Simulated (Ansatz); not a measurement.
Crystal: MoN2.

```
CELL_PARAMETERS angstrom
4.34805 0.00000 0.00000
0.00000 4.34805 0.00000
0.00000 0.00000 2.76746
ATOMIC_POSITIONS crystal
Mo 0.00000 0.00000 0.00000
Mo 0.50000 0.50000 0.00000
N 0.61165 0.88835 0.50000
N 0.38835 0.11165 0.50000
N 0.11165 0.61165 0.50000
N 0.88835 0.38835 0.50000
```

Measurements of this composition are mostly on another form, of space group No. 160.

```yaml
Program: Ansatz 0.2.0
Task: relaxation of cell and atoms
Functional: LDA
Potentials_or_basis: Ansatz PAW
Cutoff: "420 eV (not typed: the program's choice for these potentials)"
k_mesh: 6 × 6 × 10
Occupations: fermi-dirac, width 0.05 eV
Spin: no spin polarisation
```

At the start: volume 8.72 Å³/atom.

**Question.** Where does the relaxation end?

**Answer.** It ends after 8 steps and the volume is 8.21 Å³/atom (-5.9 %); space group P4/mbm (No. 127, to 0.05 Å).

The path:
```csv
step,energy change (eV),largest force (eV/Å),volume (Å³)
1,0.0000,0.2070,52.32
2,-0.2179,0.0934,48.77
3,-0.2232,0.1038,49.32
4,-0.2246,0.0523,49.32
5,-0.2249,0.0035,49.29
6,-0.2120,0.0026,49.29
7,-0.2123,0.0003,49.24
8,-0.2120,0.0002,49.24
```

Final structure:
```yaml
crystal:
  lattice:
    - [4.26396, 0.00000, 0.00000]
    - [0.00000, 4.26396, 0.00000]
    - [0.00000, 0.00000, 2.70836]
  atoms:
    - { symbol: Mo, position: [0.00000, 0.00000, 0.00000] }
    - { symbol: Mo, position: [0.50000, 0.50000, 0.00000] }
    - { symbol: N, position: [0.61248, 0.88752, 0.50000] }
    - { symbol: N, position: [0.38752, 0.11248, 0.50000] }
    - { symbol: N, position: [0.11248, 0.61248, 0.50000] }
    - { symbol: N, position: [0.88752, 0.38752, 0.50000] }
```

Caveat: the plane-wave basis is chosen anew once the cell has moved, so the energies of steps on either side of that aren't comparable; the pressure holds a Pulay correction of +0.9 GPa for the finite cutoff; the PAW data sets come from PBE, with cores solved anew for the run's functional, which leaves a small shift of forces and pressure.
